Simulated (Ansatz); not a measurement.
# C₃H₉AgClP: vertical ionisation energy

An exercise on one series of results from a longer session: the logs are not shown, and one member is left open.

Program: Ansatz 0.2.0, Gaussian basis. Level of theory: unrestricted cation, the program's frozen cores in correlated methods. These are calculated values, not measurements.

Levels to be run: UKS PBE-D4/def2-TZVPP; UKS r2SCAN-D4/def2-TZVPP; UKS PBE0-D4/def2-TZVPP; UKS B3LYP-D4/def2-TZVPP; then −ε(HOMO) from the neutral's earlier runs with LDA (SPW92), PBE-D4, revPBE-D4, BLYP-D4, r2SCAN-D4, B97M-V, PBE0-D4, B3LYP-D4, r2SCANh-D4, r2SCAN0-D4, HSE06-D4, BHLYP-D4, CAM-B3LYP-D4, LC-ωPBE, ωB97X-V, ωB97M-V.

### Structure used throughout

All runs share one geometry, relaxed beforehand with PBE0-D4 in a triple-zeta def2 set. Ag takes the def2 core potential; no spin-orbit term is included.

SMILES `C[P+](C)(C)[Ag-][Cl]`, 15 atoms, charge 0, spin multiplicity 1.

Atoms are counted from 1 here; the program's logs count them from 0.

Bond lengths: C1–P2 1.818 Å, C1–H7 1.093 Å, C1–H8 1.091 Å, C1–H9 1.091 Å, P2–C3 1.818 Å, P2–C4 1.818 Å, P2–Ag5 2.320 Å, C3–H10 1.091 Å, C3–H11 1.093 Å, C3–H12 1.091 Å, C4–H13 1.091 Å, C4–H14 1.093 Å, C4–H15 1.091 Å, Ag5–Cl6 2.288 Å. Angles: P2–C1–H7 111.2°, P2–C1–H8 109.5°, P2–C1–H9 109.5°, H7–C1–H8 109.3°, H7–C1–H9 109.3°, H8–C1–H9 108.0°, C1–P2–C3 103.3°, C1–P2–C4 103.3°, C1–P2–Ag5 115.1°, C3–P2–C4 103.3°, C3–P2–Ag5 115.2°, C4–P2–Ag5 115.1°, P2–C3–H10 109.5°, P2–C3–H11 111.2°, P2–C3–H12 109.5°, H10–C3–H11 109.3°, H10–C3–H12 108.0°, H11–C3–H12 109.3° and more.

As a file:

```xyz
15
charge 0, multiplicity 1
C    -0.6575   -0.6446    1.4629
P    -0.0363    0.2418    0.0018
C     1.7062   -0.2701   -0.0873
C    -0.8045   -0.6491   -1.3847
Ag   -0.3933    2.5344    0.0154
Cl   -0.7497    4.7946    0.0276
H    -0.4568   -1.7162    1.3889
H    -1.7327   -0.4845    1.5557
H    -0.1782   -0.2489    2.3595
H     2.1580    0.1332   -0.9947
H     1.7975   -1.3590   -0.0914
H     2.2484    0.1342    0.7688
H    -0.4194   -0.2571   -2.3272
H    -0.5982   -1.7207   -1.3279
H    -1.8835   -0.4881   -1.3675
```

Set-up of the first run:

Input file in.yaml:

```yaml
crystal:
  periodic: [false, false, false]
  atoms:
    - {symbol: C, position_ang: [-0.657475, -0.644607, 1.462863]}
    - {symbol: P, position_ang: [-0.036329, 0.241829, 0.001802]}
    - {symbol: C, position_ang: [1.706155, -0.270080, -0.087302]}
    - {symbol: C, position_ang: [-0.804540, -0.649072, -1.384704]}
    - {symbol: Ag, position_ang: [-0.393311, 2.534356, 0.015435]}
    - {symbol: Cl, position_ang: [-0.749736, 4.794650, 0.027641]}
    - {symbol: H, position_ang: [-0.456848, -1.716246, 1.388876]}
    - {symbol: H, position_ang: [-1.732656, -0.484458, 1.555720]}
    - {symbol: H, position_ang: [-0.178161, -0.248937, 2.359511]}
    - {symbol: H, position_ang: [2.158047, 0.133207, -0.994719]}
    - {symbol: H, position_ang: [1.797516, -1.359015, -0.091385]}
    - {symbol: H, position_ang: [2.248357, 0.134185, 0.768770]}
    - {symbol: H, position_ang: [-0.419357, -0.257081, -2.327183]}
    - {symbol: H, position_ang: [-0.598221, -1.720678, -1.327880]}
    - {symbol: H, position_ang: [-1.883451, -0.488063, -1.367455]}
basis:
  gaussian: {orbitals: def2-TZVPP}
total_charge: 1
magnetization: {spin_polarized: true, initial_magnetization: 1}
hamiltonian: {xc: pbe, dispersion: d4}
```

Among the steps run: Cation, UKS PBE-D4/def2-TZVPP; Cation, UKS r2SCAN-D4/def2-TZVPP; Cation, UKS PBE0-D4/def2-TZVPP; Cation, UKS B3LYP-D4/def2-TZVPP.

One table of the session follows, with a row left open; its other results are not shown here.

It belongs to the step «Ionisation energies side by side». For comparison, −ε(HOMO) of the neutral from earlier runs:

```
  functional  −ε(HOMO) (eV)
 LDA (SPW92)           5.68
      PBE-D4           5.49
   revPBE-D4           5.42
     BLYP-D4           5.34
   r2SCAN-D4           5.75
      B97M-V           5.80
     PBE0-D4              ?
    B3LYP-D4           6.49
  r2SCANh-D4           6.21
  r2SCAN0-D4           6.91
    HSE06-D4           6.32
    BHLYP-D4           7.85
CAM-B3LYP-D4           8.07
     LC-ωPBE           9.44
     ωB97X-V           9.10
     ωB97M-V           8.99
```

**Question.** Estimate the row for PBE0-D4.

The run gave: −ε(HOMO) (eV): 6.73. In the column «−ε(HOMO) (eV)» it lies between B3LYP-D4 (6.49) and r2SCAN0-D4 (6.91).

To keep in mind: The cation may have settled in a state other than its lowest; no search over hole states beyond the program's own was made.
